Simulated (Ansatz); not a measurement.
# CH₂BFO: small, medium and large basis sets

How large a basis does CH₂BFO need? Two functionals are run in growing sets.

Program: Ansatz 0.2.0, Gaussian basis. Level of theory: one geometry, several basis sets. These are calculated values, not measurements.

The runs, in order: PBE0-D4/def2-SVP; ωB97M-V/def2-SVP; PBE0-D4/def2-QZVPP; ωB97M-V/def2-QZVPP; the functionals' def2-TZVPP values are taken from earlier runs.

### Step 1. The geometry

All runs share one geometry, relaxed beforehand with PBE0-D4 in a triple-zeta def2 set.

6 atoms, charge 0, spin multiplicity 1.

Atoms are counted from 1 here; the program's logs count them from 0.

Bond lengths: O1–C2 1.208 Å, C2–B3 1.604 Å, C2–H5 1.115 Å, B3–F4 1.315 Å, B3–H6 1.194 Å. Angles: O1–C2–B3 121.2°, O1–C2–H5 119.6°, B3–C2–H5 119.2°, C2–B3–F4 117.7°, C2–B3–H6 122.6°, F4–B3–H6 119.7°.

### Step 2. PBE0-D4 in def2-SVP

The input, in.yaml:

```yaml
crystal:
  periodic: [false, false, false]
  atoms:
    - {symbol: O, position_ang: [1.615432, 0.579543, -0.501858]}
    - {symbol: C, position_ang: [0.471303, 0.216934, -0.639265]}
    - {symbol: B, position_ang: [-0.416063, -0.224605, 0.621397]}
    - {symbol: F, position_ang: [-1.653761, -0.607753, 0.393931]}
    - {symbol: H, position_ang: [0.020936, 0.187850, -1.659390]}
    - {symbol: H, position_ang: [0.004354, -0.215970, 1.738985]}
basis:
  gaussian: {orbitals: def2-SVP}
hamiltonian: {xc: pbe0, dispersion: d4}
output: {orbitals: {seedname: orbitals}}
```

Started as:

```console
$ ansatz run in.yaml --threads 2 --pin off --events-out ev --progress --plain --max-ram 4352MiB
```

The runs that follow: ωB97M-V in def2-SVP; PBE0-D4 in def2-QZVPP; ωB97M-V in def2-QZVPP.

**Question.** What will the summary of the whole plan be? Wanted: PBE0-D4: double and triple zeta above quadruple; ωB97M-V: double and triple zeta above quadruple.

The runs gave:

```
                                       quantity          value
PBE0-D4: double and triple zeta above quadruple  8.04, 0.35 eV
ωB97M-V: double and triple zeta above quadruple  8.23, 0.33 eV
```

PBE0-D4 gains 7.69 eV from double to triple zeta, then 0.35 eV more. Total energies overstate the basis error of differences, where much of it tends to cancel.
